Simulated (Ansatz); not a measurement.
# Rb3Cd: the cost of one run

All numbers are computed with the Python package of Ansatz 0.2.0. Level of theory: DFT LDA, plane waves, PAW.

**1. The structure**

Rb3Cd Pm-3m: The structure is cubic, space group Pm-3m (No. 221). Conventional cell: a = 6.313 Å, b = 6.313 Å, c = 6.313 Å, α = 90.00°, β = 90.00°, γ = 90.00°. Rb (site symmetry 4/mmm) has 8 Rb at 4.46 Å and 4 Cd at 4.46 Å as nearest neighbours. Cd (site symmetry m-3m) is surrounded by 12 Rb at 4.46 Å.

Rb Pmmm: It takes space group Pmmm (No. 47, orthorhombic). The conventional cell has a = 10.000 Å, b = 10.500 Å, c = 11.000 Å, α = 90.00°, β = 90.00°, γ = 90.00°.

Cd Pmmm: The structure is orthorhombic, space group Pmmm (No. 47). Conventional cell: a = 10.000 Å, b = 10.500 Å, c = 11.000 Å, α = 90.00°, β = 90.00°, γ = 90.00°.

The script holds or builds the structure itself.

**2. The code**

Input file cohesive_rb3cd.py:

```python
# -*- coding: utf-8 -*-
from collections import Counter
import warnings

import ansatz as az

PHASES = {
    "Rb3Cd": (
        [(6.312502, 0.0, 0.0), (0.0, 6.312502, 0.0), (0.0, 0.0, 6.312502)],
        [
            ("Rb", (0.0, 0.5, 0.5)),
            ("Rb", (0.5, 0.0, 0.5)),
            ("Rb", (0.5, 0.5, 0.0)),
            ("Cd", (0.0, 0.0, 0.0)),
        ],
    ),
}


def build(vectors, sites):
    crystal = az.Crystal(lattice=az.Lattice.of(vectors))
    for symbol, position in sites:
        crystal = crystal.atom(symbol, position)
    return crystal


def counts(outcome):
    return Counter(site.symbol for site in outcome.lattice.sites)

UNPAIRED = {"Rb": 1, "Cd": 0}  # unpaired electrons of the free atoms


def solve(name, crystal):
    calc = crystal.calculation()
    calc = calc.functional("lda")
    calc = calc.scf(tolerance=1e-08, extra_bands=12, lower_state_search="light")
    calc = calc.basis(520)
    calc = calc.kpoints(spacing=0.3).occupations("cold", width=0.02)
    if name.endswith(" atom"):
        calc = calc.kpoints(1, 1, 1).occupations("fermi_dirac", width=0.01)
        if UNPAIRED[name.split()[0]]:
            calc = calc.spin("collinear")
        return calc.run(threads=1)
    calc = calc.relax(force_tolerance=0.02, max_steps=60, cell=True)
    return calc.run(threads=1)


def main():
    warnings.simplefilter("ignore", az.DeckWarning)

    phases = {name: build(*cell) for name, cell in PHASES.items()}
    for element, moment in UNPAIRED.items():
        phases[f"{element} atom"] = az.Lattice.orthorhombic(10.0, 10.5, 11.0).atom(element, (0.5, 0.5, 0.5), moment=moment or None)

    done = {}
    for name, crystal in phases.items():
        done[name] = solve(name, crystal)
        print(f"{name}: {done[name].report['energy_sigma0_ev']:.4f} eV, {len(done[name].lattice.sites)} atoms")

    for element in UNPAIRED:
        atom = done[f"{element} atom"].report
        print(f"{element} atom: {atom['energy_sigma0_ev']:.4f} eV, moment {atom['magnetization_mub']:.2f} muB")
    solid = done["Rb3Cd"]
    n = counts(solid)
    binding = (sum(k * done[f"{e} atom"].report["energy_sigma0_ev"] for e, k in n.items()) - solid.report["energy_sigma0_ev"]) / sum(n.values())
    print(f"cohesive energy {binding:.3f} eV/atom = {96.4853 * binding:.0f} kJ/mol of atoms (no zero-point energy)")


if __name__ == "__main__":
    main()
```

**3. The input behind the calls**

The engine receives this input (first run):

```yaml
crystal:
  lattice:
    - [6.312502, 0.0, 0.0]
    - [0.0, 6.312502, 0.0]
    - [0.0, 0.0, 6.312502]
  atoms:
    - { symbol: Rb, position: [0.0, 0.5, 0.5] }
    - { symbol: Rb, position: [0.5, 0.0, 0.5] }
    - { symbol: Rb, position: [0.5, 0.5, 0.0] }
    - { symbol: Cd, position: [0.0, 0.0, 0.0] }
basis:
  ecutwfc: 520.0
kpoints:
  mp_grid:
    kspacing: 0.3
hamiltonian:
  xc: lda
scf:
  n_extra_bands: 12
  convergence:
    dr2_threshold: 1.0e-08
  lower_state_search: light
  occupations:
    method: cold
    width: 0.02
relax:
  f_tol: 0.02
  max_steps: 60
  cell: {}
```

**4. Launch**

Launch:

```sh
python cohesive_rb3cd.py
```

What time and memory should one allow on 1 thread of Arm Neoverse V1, shared host?

About 52 s, with a peak of 0.96 GiB.
